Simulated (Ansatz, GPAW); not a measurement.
# CdS with PBE in single-zeta orbitals from a Python script

These are simulated results from GPAW 26.7.0, not measurements. The cell began as a measured structure and was relaxed with r2SCAN in plane waves (Ansatz 0.2.0). All runs are without spin polarisation.

It is hexagonal, P6_3mc (No. 186); conventional cell a = 4.165 Å, c = 6.766 Å, 25.41 Å³ an atom. Cd has 4 S at 2.54–2.55 Å; S has 4 Cd at 2.54–2.55 Å.

The basis is minimal: single zeta, one radial function for each shell that the log's basis lists. It describes the filled bands fairly and the empty ones poorly.

Input script:

```python
import json
from ase import Atoms
from gpaw import GPAW, PW, FermiDirac

atoms = Atoms(['Cd', 'Cd', 'S', 'S'],
              cell=[[4.16462123, 0.0, 0.0], [-2.08231062, 3.60666778, 0.0], [0.0, 0.0, 6.76597543]],
              scaled_positions=[[0.333333333, 0.666666667, -0.000965088], [0.666666667, 0.333333333, 0.499034912], [0.333333333, 0.666666667, 0.375965088], [0.666666667, 0.333333333, 0.875965088]],
              pbc=True)
calc = GPAW(mode='lcao', basis='sz(dzp)', h=0.2, xc='PBE', kpts={'size': (6, 6, 4), 'gamma': True},
            occupations=FermiDirac(0.02), maxiter=100, legacy_gpaw=True, txt='gpaw.txt')
atoms.calc = calc
res = {'energy': atoms.get_potential_energy(force_consistent=True)}
res['electrons'] = calc.get_number_of_electrons()
res['k'] = calc.get_ibz_k_points().tolist()
res['levels'] = [calc.get_eigenvalues(kpt=i).tolist() for i in range(len(res['k']))]
points = [[0.0, 0.0, 0.0], [0.5, 0.0, 0.0], [0.333333, 0.333333, 0.0], [0.0, 0.0, 0.5], [0.5, 0.0, 0.5], [0.333333, 0.333333, 0.5]]
bands = calc.fixed_density(kpts=points, symmetry='off', txt='bands.txt')
res['points'] = [bands.get_eigenvalues(kpt=i).tolist() for i in range(len(points))]
json.dump(res, open('results.json', 'w'))
print('free energy (eV):', round(res['energy'], 5))
```

Command: `python run.py`. It took 32 s on 1 thread of Arm Neoverse V2, on a shared host, peak memory 0.2 GiB.

The log gpaw.txt, trimmed of paths, versions and times, then the last line on the terminal. An iter line gives the energy in eV and the logarithms of the changes of orbitals (plane waves alone) and density (c: converged):

```
___ ___ ___ _ _ _
 |   |   |_  | | | |

 | | | | | . | | | |

 |__ |  _|___|_____|  26.7.0
 |___|_|

Input parameters:
  basis: sz(dzp)
  h: 0.2
  kpts: {gamma: True,
         size: (6, 6, 4)}
  maxiter: 100
  mode: lcao
  occupations: {fixmagmom: False,
                name: fermi-dirac,
                width: 0.02}
  xc: PBE

System changes: positions, numbers, cell, pbc, initial_charges, initial_magmoms

Initialize ...

species:
  Cd:
    name:    Cadmium
    Z:       48.0
    valence: 12
    core:    36
    charge:  0.0  # [|e|]
    compensation charges:
      type: gauss
      rc: 0.38  # [Å]
      lmax: 2
    cutoffs:
      filter: 2.12  # [Å]
      core: 2.62  # [Å]
    projectors
    | kind |    occ | energy [eV] | rcut [Å] |

    |------|--------|-------------|----------|

    |   5s |  2.000 |      -5.655 |    1.191 |

    |   5p |  0.000 |      -1.186 |    1.228 |

    |   4d | 10.000 |     -11.739 |    1.164 |

    |    s |        |      21.556 |    1.191 |

    |    p |        |      26.026 |    1.228 |

    |    d |        |      15.473 |    1.164 |

    LCAO basis set for Cd:
      Name: sz(dzp)
      Number of radial functions: 3
      Number of spherical harmonics: 9
        l=0, rc=8.5781 Bohr: 5s-sz confined orbital
        l=1, rc=12.6406 Bohr: 5p-sz confined orbital
        l=2, rc=4.9062 Bohr: 4d-sz confined orbital
      Number of RI-basis functions 0

  S:
    name:    Sulfur
    Z:       16.0
    valence: 6
    core:    10
    charge:  0.0  # [|e|]
    compensation charges:
      type: gauss
      rc: 0.24  # [Å]
      lmax: 2
    cutoffs:
      filter: 1.77  # [Å]
      core: 1.66  # [Å]
    projectors
    | kind |    occ | energy [eV] | rcut [Å] |

    |------|--------|-------------|----------|

    |   3s |  2.000 |     -17.254 |    0.974 |

    |   3p |  4.000 |      -7.008 |    0.979 |

    |    s |        |       9.957 |    0.974 |

    |    p |        |      20.203 |    0.979 |

    |    d |        |       0.000 |    0.900 |

    LCAO basis set for S:
      Name: sz(dzp)
      Number of radial functions: 2
      Number of spherical harmonics: 4
        l=0, rc=5.5156 Bohr: 3s-sz confined orbital
        l=1, rc=6.9375 Bohr: 3p-sz confined orbital
      Number of RI-basis functions 0

Reference energy: -326061.476468  # eV

Spin-paired calculation

Convergence criteria:
 Maximum [total energy] change in last 3 cyles: 0.0005 eV / valence electron
 Maximum integral of absolute [dens]ity change: 0.0001 electrons / valence electron
 Maximum integral of absolute [eigenst]ate change: 4e-08 eV^2 / valence electron
 Maximum number of scf [iter]ations: 100
 (Square brackets indicate name in SCF output, whereas a 'c' in
 the SCF output indicates the quantity has converged.)

Symmetries present (total): 2

  ( 1  0  0)  ( 0 -1  0)
  ( 0  1  0)  (-1  0  0)
  ( 0  0  1)  ( 0  0  1)

144 k-points: 6 x 6 x 4 Monkhorst-Pack grid + [1/12,1/12,1/8]
47 k-points in the irreducible part of the Brillouin zone
       k-points in crystal coordinates                weights
   0:     0.00000000    0.00000000    0.00000000          1/144
   1:     0.00000000    0.00000000    0.25000000          2/144
   2:     0.00000000    0.00000000    0.50000000          1/144
   3:     0.16666667   -0.16666667   -0.25000000          2/144
   4:     0.16666667   -0.16666667    0.00000000          2/144
   5:     0.16666667   -0.16666667    0.25000000          2/144
   6:     0.16666667   -0.16666667    0.50000000          2/144
   7:     0.16666667    0.00000000   -0.25000000          4/144
   8:     0.16666667    0.00000000    0.00000000          4/144
   9:     0.16666667    0.00000000    0.25000000          4/144
          ...
  46:     0.50000000    0.50000000    0.50000000          1/144

Wave functions: LCAO
  Diagonalizer: Serial LAPACK
  Atomic Correction: dense with blas
  Data-type: complex

Occupation numbers: Fermi-Dirac:
  width: 0.0200  # eV

Eigensolver
   LCAO using direct dense diagonalizer

Densities:
  Coarse grid: 20*20*32 grid
  Fine grid: 40*40*64 grid
  Total Charge: 0.000000

Density mixing:
  Method: separate
  Backend: msr1
  Linear mixing parameter: 0.05
  old densities: 10
  Width of damping distribution: 1.1
  Damping of long wavelength oscillations: 20

Hamiltonian:
  XC and Coulomb potentials evaluated on a 40*40*64 grid
  Using the PBE Exchange-Correlation functional
  Interpolation: tri-quintic (5. degree polynomial)
  Poisson solver: FastPoissonSolver using
    Stencil: 8*3+1=25 point O(h^6) finite-difference Laplacian
    FFT axes: [np.int64(0), np.int64(1), np.int64(2)]
    FST axes: []

XC parameters: PBE with 2 nearest neighbor stencil

Memory estimate:
  Process memory now: 119.46 MiB
  Calculator: 31.85 MiB
    Density: 17.60 MiB
      Arrays: 2.54 MiB
      Localized functions: 13.11 MiB
      Mixer: 1.95 MiB
    Hamiltonian: 2.64 MiB
      Arrays: 1.66 MiB
      XC: 0.00 MiB
      Poisson: 0.00 MiB
      vbar: 0.97 MiB
    Wavefunctions: 11.61 MiB
      C [qnM]: 0.48 MiB
      S, T [2 x qmm]: 0.97 MiB
      P [aqMi]: 0.07 MiB
      BasisFunctions: 10.08 MiB
      Eigensolver: 0.00 MiB

Total number of cores used: 1

Number of atoms: 4
Number of atomic orbitals: 26
Number of bands in calculation: 26
Number of valence electrons: 36
Bands to converge: occupied
Positions:
   0 Cd    -0.000000    2.404445   -0.006530    ( 0.0000,  0.0000,  0.0000)
   1 Cd     2.082311    1.202223    3.376458    ( 0.0000,  0.0000,  0.0000)
   2 S     -0.000000    2.404445    2.543771    ( 0.0000,  0.0000,  0.0000)
   3 S      2.082311    1.202223    5.926758    ( 0.0000,  0.0000,  0.0000)

Unit cell:
           periodic     x           y           z      points  spacing
  1. axis:    yes    4.164621    0.000000    0.000000    20     0.1803
  2. axis:    yes   -2.082311    3.606668    0.000000    20     0.1803
  3. axis:    yes    0.000000    0.000000    6.765975    32     0.2114

  Lengths:   4.164621   4.164621   6.765975
  Angles:   90.000000  90.000000 120.000000

Effective grid spacing dv^(1/3) = 0.1995

iter:   1   -10.414415        c
iter:   2   -10.366683        c -1.25
iter:   3   -10.159828        c -1.28
iter:   4   -10.155115        c -2.00
iter:   5   -10.154621c       c -2.54
iter:   6   -10.154609c       c -3.59
iter:   7   -10.154606c       c -4.10c

Converged after 7 iterations.

Energy contributions relative to reference atoms: (reference = -326061.476468)

Kinetic:        +76.916346
Potential:      -67.724867
External:        +0.000000
XC:             -19.618981
Entropy (-ST):   -0.000000
Local:           +0.272895
SIC:             +0.000000
--------------------------
Free energy:    -10.154606
Extrapolated:   -10.154606

Showing only first 2 kpts
 Kpt  Band  Eigenvalues  Occupancy
  0    16      3.40595    2.00000
  0    17      3.40681    2.00000
  0    18      4.58523    0.00000
  0    19      6.66368    0.00000

  1    16      3.29169    2.00000
  1    17      3.29251    2.00000
  1    18      5.47626    0.00000
  1    19      6.66347    0.00000

Fermi level: 3.89908

Gap: 1.178 eV
Transition (v -> c):
  (s=0, k=0, n=17, [0.00, 0.00, 0.00]) -> (s=0, k=0, n=18, [0.00, 0.00, 0.00])
No difference between direct/indirect transitions

free energy (eV): -10.15461
```

The gap in the log is over the mesh alone; results.json adds the listed points. PBE in single-zeta orbitals gives a gap of 1.18 eV. On the same cell, plane-wave PBE (Ansatz, 12×12×4 k points and the special points) gives a gap of 1.17 eV and r2SCAN a gap of 1.63 eV; on shared hosts these took about 14 and 36 core-seconds on the 4-atom cell, against 32 for the script. Semilocal gaps usually lie below measured ones.

Spin-orbit coupling is left out.
